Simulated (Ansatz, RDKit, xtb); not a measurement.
# Si4PH11: ranking a sample of isomers

Which of a sample of isomers of Si4PH11 is the most stable in the gas at 298.15 K, and what are its properties? The sample is small against all isomers, and the most stable one of this formula need not be in it.

Plan: many cheap relaxations first (GFN2-xTB), then density-functional screening, relaxation at PBE-D3(BJ)/def2-SVP, vibrations (at GFN2-xTB) and a final energy. The numbers are computed, not measured.

## (1) Drawing up candidates

Isomers were taken from a list of plausible structures; this is a sample, not all of them. That gives 5 candidates.

```csv
label,SMILES,spin
c337,[SiH3][SiH2]P([SiH3])[SiH3],singlet
c362,[SiH3][SiH2][Si@H]([SiH3])P,singlet
c384,[SiH3][SiH]([SiH3])[SiH2]P,singlet
c610,[SiH3][Si]([SiH3])([SiH3])P,singlet
c666,[SiH3][SiH2][SiH2][SiH2]P,singlet
```

Candidates are built by distance geometry, with a force field where one applies, in up to four conformers (letters a to d).

Q: Predict the outcome of this search (final energies at CCSD(T)/def2-SVP + MP2/def2-TZVPP - MP2/def2-SVP).

| quantity | value |
| --- | --- |
| lowest structure found | [SiH3][SiH2]P([SiH3])[SiH3], singlet |
| next finalist | [SiH3][Si]([SiH3])([SiH3])P, singlet, 7.4 kcal/mol higher in G |
| share at equilibrium, among the finalists | 100.0 % |

`[SiH3][SiH2]P([SiH3])[SiH3]` comes out lowest. Among the finalists first place is clear (7.4 kcal/mol); structures outside the list aren't covered. GFN2-xTB, HF/STO-3G, r2SCAN-D4/def2-SVP, PBE-D3(BJ)/def2-SVP, HF/def2-SVP and MP2/def2-SVP already put its bonding pattern lowest among the structures in one piece. The search is not exhaustive (a finite list of starts, one conformer a finalist), so a lower isomer can't be ruled out. Only 5 drawn patterns were tried, so whole families of isomers are missing, and the result ranks this sample alone. The lowest isomer need not be the one that is made and kept in a bottle, which depends on barriers.
